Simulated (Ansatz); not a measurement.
# C₂H₆GeOSi: up Jacob's ladder to CCSD(T)

One table from this session's results is given with a row withheld; the runs are named, their logs left out.

Computed with Ansatz 0.2.0, Gaussian basis. Level: functionals in def2-TZVPP, the program's frozen cores in correlated methods.

The runs, in order: LDA (SPW92), PBE-D4, revPBE-D4, BLYP-D4, r2SCAN-D4, B97M-V, PBE0-D4, B3LYP-D4, r2SCANh-D4, r2SCAN0-D4, HSE06-D4, BHLYP-D4, CAM-B3LYP-D4, LC-ωPBE, ωB97X-V, ωB97M-V, B2PLYP, PBE-QIDH; CCSD(T)/def2-SVP; CCSD(T)/def2-TZVPP; MP2/def2-QZVPP; extrapolation to the limit; RPA on PBE.

## The relaxed structure

The geometry comes from an earlier relaxation with PBE0-D4 in a triple-zeta def2 set; it is a stationary point, not always the lowest conformer.

SMILES `O[SiH2]C#[C][GeH3]`, 11 atoms, charge 0, spin multiplicity 1.

Atoms are counted from 1 here; the program's logs count them from 0.

Bond lengths: O1–Si2 1.642 Å, O1–H6 0.958 Å, Si2–C3 1.828 Å, Si2–H7 1.485 Å, Si2–H8 1.478 Å, C3–C4 1.214 Å, C4–Ge5 1.902 Å, Ge5–H9 1.533 Å, Ge5–H10 1.532 Å, Ge5–H11 1.533 Å. Angles: Si2–O1–H6 117.7°, O1–Si2–C3 111.4°, O1–Si2–H7 111.9°, O1–Si2–H8 106.0°, C3–Si2–H7 107.1°, C3–Si2–H8 109.9°, H7–Si2–H8 110.6°, Si2–C3–C4 179.3°, C3–C4–Ge5 179.6°, C4–Ge5–H9 108.6°, C4–Ge5–H10 108.6°, C4–Ge5–H11 108.4°, H9–Ge5–H10 110.4°, H9–Ge5–H11 110.3°, H10–Ge5–H11 110.4°.

Coordinates:

```
O    -1.55409   -1.06929    2.46538
Si   -0.77397   -1.71974    1.17513
C    -0.02068   -0.42346    0.12906
C     0.46623    0.43888   -0.57350
Ge    1.24134    1.78774   -1.66821
H    -2.20004   -0.38220    2.29612
H    -1.69328   -2.49983    0.30793
H     0.28119   -2.59153    1.73264
H     0.46140    1.85769   -2.98599
H     2.70518    1.41941   -1.93281
H     1.15213    3.12544   -0.92514
```

Set-up of the first run:

in.yaml

```yaml
crystal:
  periodic: [false, false, false]
  atoms:
    - {symbol: O, position_ang: [-1.554089, -1.069291, 2.465383]}
    - {symbol: Si, position_ang: [-0.773974, -1.719742, 1.175130]}
    - {symbol: C, position_ang: [-0.020676, -0.423457, 0.129061]}
    - {symbol: C, position_ang: [0.466225, 0.438881, -0.573501]}
    - {symbol: Ge, position_ang: [1.241338, 1.787740, -1.668214]}
    - {symbol: H, position_ang: [-2.200043, -0.382202, 2.296119]}
    - {symbol: H, position_ang: [-1.693282, -2.499827, 0.307930]}
    - {symbol: H, position_ang: [0.281188, -2.591535, 1.732639]}
    - {symbol: H, position_ang: [0.461398, 1.857689, -2.985989]}
    - {symbol: H, position_ang: [2.705178, 1.419406, -1.932814]}
    - {symbol: H, position_ang: [1.152135, 3.125439, -0.925145]}
basis:
  gaussian: {orbitals: def2-TZVPP}
hamiltonian: {xc: lda}
output: {orbitals: {seedname: orbitals}}
```

Launch:

```sh
> ansatz run in.yaml --threads 4 --pin off --events-out ev --progress --plain --max-ram 10444MiB
```

Steps of the session up to this table: LDA; PBE-D4 (GGA); revPBE-D4 (GGA); BLYP-D4 (GGA); r2SCAN-D4 (meta-GGA); B97M-V (meta-GGA); PBE0-D4 (hybrid); B3LYP-D4 (hybrid); r2SCANh-D4 (hybrid); r2SCAN0-D4 (hybrid); HSE06-D4 (hybrid); BHLYP-D4 (hybrid); CAM-B3LYP-D4 (range-separated); LC-ωPBE (range-separated); ωB97X-V (range-separated); ωB97M-V (range-separated); B2PLYP (double hybrid); PBE-QIDH (double hybrid).

One table of the session follows, with a row left open; its other results are not shown here.

It belongs to the step «Orbital energies across the functionals». 

```
  functional  HOMO (eV)  gap (eV)
 LDA (SPW92)      -6.99      5.08
      PBE-D4      -6.87      5.18
   revPBE-D4      -6.82      5.22
     BLYP-D4      -6.72      5.18
   r2SCAN-D4      -7.14      5.67
      B97M-V      -7.18      5.65
     PBE0-D4      -8.08      7.26
    B3LYP-D4      -7.84      6.84
  r2SCANh-D4      -7.58      6.43
  r2SCAN0-D4      -8.25      7.57
    HSE06-D4      -7.68      6.49
    BHLYP-D4      -9.12      9.28
CAM-B3LYP-D4      -9.40      9.66
     LC-ωPBE          ?         ?
     ωB97X-V     -10.42     11.70
     ωB97M-V     -10.28     11.36
```

Q: Estimate the row for LC-ωPBE from the others.

The run gave: HOMO (eV): -10.81; gap (eV): 12.20. In the column «HOMO (eV)» it is the lowest.
